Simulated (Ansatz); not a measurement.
# GdCd: the cost of one run

Method: DFT PBEsol, with the methods named in each step, in Ansatz 0.2.0.

## Step 1: The system as given

The structure is cubic, space group Pm-3m (No. 221). Conventional cell: a = 3.760 Å, b = 3.760 Å, c = 3.760 Å, α = 90.00°, β = 90.00°, γ = 90.00°. Gd (site symmetry m-3m) has 8 Cd at 3.26 Å as nearest neighbours. Cd (site symmetry m-3m) is surrounded by 8 Gd at 3.26 Å.

As a file:

```
CELL_PARAMETERS angstrom
3.75959 0.00000 0.00000
0.00000 3.75959 0.00000
0.00000 0.00000 3.75959
ATOMIC_POSITIONS crystal
Gd 0.50000 0.50000 0.50000
Cd 0.00000 0.00000 0.00000
```

Atoms are numbered in the order of the input: Gd1, Cd2.

## Step 2: Free moments, LAPW

input.yaml

```yaml
crystal:
  lattice:
    - [3.75958674, 0.0, 0.0]
    - [0.0, 3.75958674, 0.0]
    - [0.0, 0.0, 3.75958674]
  atoms:
    - { symbol: Gd, position: [0.5, 0.5, 0.5], spin: -7.0 }
    - { symbol: Cd, position: [0.0, 0.0, 0.0] }
magnetization:
  spin_polarized: true
kpoints:
  mp_grid: { grid: [8, 8, 8] }
scf:
  occupations: { method: fermi_dirac, width: 0.05 }
hamiltonian:
  xc: pbesol
  pseudopotentials: { kind: all_electron, lapw: { basis_error: 0.0005 } }
output:
  forces: true
  stress: true
  eigenvalues: false
  populations: true
```

On the command line:

```console
> ansatz run input.yaml --threads 1 --pin off --max-ram 3072MiB --backend cpu --events-out ev --progress --plain --runs-dir out
```

Q: Estimate wall time and peak memory on 1 thread of AMD EPYC 9R45 (Zen 5), shared host.

About 14 s, with a peak of 0.52 GiB.
